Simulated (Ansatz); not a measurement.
# SnH+ (singlet): the correlation ladder at distance Sn1–H2 = 1.760 Å, def2-TZVPP

An exercise on one series of results from a longer session: the logs are not shown, and one member is left open.

Computed with Ansatz 0.2.0, Gaussian basis. Level: def2-TZVPP, core rule «outside noble gas», up to 9 orbitals frozen.

The runs, in order: UHF; CCSD(T) on RHF; BCCD(T) on RHF; CISD; CCSDT(Q) on RHF; CASSCF and MRCISD+Q, 2 electrons in 2 orbitals; CASSCF and NEVPT2, 2 electrons in 2 orbitals; CASSCF and MRCISD+Q, 4 electrons in 5 orbitals; CASSCF and NEVPT4(SD), 4 electrons in 5 orbitals; CASSCF and NEVPT2, 4 electrons in 5 orbitals; Full CI.

17 further runs of the same task are left out: 15 that didn't finish, 2 set aside as unsound or not needed.

## The geometry

The geometry derives from a PBE0/def2-TZVP stationary point (not a proven minimum). One bond is set to the value named and the two fragments are kept rigid. No spin-orbit coupling is included. Elements past krypton take def2 core potentials.

2 atoms, charge 1, spin multiplicity 1.

Atoms are counted from 1 here; the program's logs count them from 0.

Bond lengths: Sn1–H2 1.760 Å.

Set-up of the first run:

Contents of in.yaml:

```yaml
crystal:
  periodic: [false, false, false]
  atoms:
    - {symbol: Sn, position_ang: [0.000000, 0.000000, 0.000000]}
    - {symbol: H, position_ang: [0.000000, 0.000000, 1.760200]}
basis:
  gaussian: {orbitals: def2-TZVPP}
total_charge: 1
magnetization: {spin_polarized: true, initial_magnetization: 0}
hamiltonian: {xc: hf}
output: {orbitals: {seedname: orbitals}}
```

On the command line:

```sh
ansatz run in.yaml --threads 1 --pin off --events-out ev --progress --plain --max-ram 2393MiB
```

Steps of the session up to this table: UHF; CCSD(T) on RHF; BCCD(T) on RHF; CISD; CCSDT(Q) on RHF; CASSCF and MRCISD+Q, 2 electrons in 2 orbitals; CASSCF and NEVPT2, 2 electrons in 2 orbitals; CASSCF and MRCISD+Q, 4 electrons in 5 orbitals; CASSCF and NEVPT4(SD), 4 electrons in 5 orbitals; CASSCF and NEVPT2, 4 electrons in 5 orbitals; Full CI.

One table of the session follows, with a row left open; its other results are not shown here.

| method | from FCI (meV) |
| --- | --- |
| RHF | +2123.0 |
| RMP2 | +526.5 |
| CISD | +88.7 |
| RCCSD | +39.6 |
| RCCSD(T) | +8.6 |
| BCCD(T) | +8.5 |
| RCCSDT | +1.2 |
| RCCSDT(Q) | +0.3 |
| CASSCF pair | +1663.7 |
| NEVPT2 pair | +474.3 |
| MRCISD pair | ? |
| MRCISD+Q pair | -41.5 |
| CASSCF valence | +948.7 |
| NEVPT2 valence | +287.6 |
| NEVPT4(SD) valence | +51.8 |
| MRCISD valence | +21.9 |
| MRCISD+Q valence | +2.1 |
| FCI | 0 |

**Question.** Estimate the row for MRCISD pair.

**Answer.** from FCI (meV): +45.7. In the column «from FCI (meV)» it lies between RCCSD (+39.6) and NEVPT4(SD) valence (+51.8).

Among the levels timed on like hardware and quicker than the yardstick, those that no quicker one beats, quickest first: RCCSD(T) (0.94 s, +8.6 meV); BCCD(T) (1.1 s, +8.5 meV); MRCISD+Q valence (2.5 s, +2.1 meV).

Caveats from the session: The yardstick is full CI for this spin, exact in this basis with these frozen cores. MRCISD+Q pair falls below full CI: the +Q correction isn't variational, and the cores differ from full CI's. Of the multireference levels listed MRCISD+Q valence comes nearest in total energy (+2.1 meV), which doesn't show that its space is the better one.
